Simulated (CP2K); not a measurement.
The system is BiTe.

```xyz
2
Lattice="4.5750 0.0000 0.0000 2.2875 3.9620 0.0000 2.2875 1.3207 3.7355" Properties=species:S:1:pos:R:3 pbc="T T T"
Bi    0.0000    0.0000    0.0000
Te    4.5750    2.6414    1.8677
```

Base run:

```yaml
Program: CP2K 2026.2
Functional: PBEsol
Potentials_or_basis: POTENTIAL_UZH Bi GTH-PBE-q5, Te GTH-PBE-q6; TZVP-MOLOPT-PBE-GTH basis
Density_cutoff: 6123 eV
k_mesh: 7 × 7 × 7
Occupations: gaussian, width 0.1 eV
Spin: no spin polarisation
```

Its results: band gap on the k mesh none (metal or under the smearing width); pressure 0.3 GPa.

Question: The run is repeated on the same cell with these changes: functional from PBEsol to RPBE. What comes out?

Answer: Band gap on the k mesh none (metal or under the smearing width); pressure 2.0 GPa.

RPBE binds less tightly than PBEsol, so the same cell stands under more pressure.

Caveats: the potentials were made for another functional, which shifts forces and pressure; spin-orbit coupling is left out, which moves the levels of the heavy elements; the basis of atomic orbitals isn't converged, which shifts pressures, moduli and gaps.
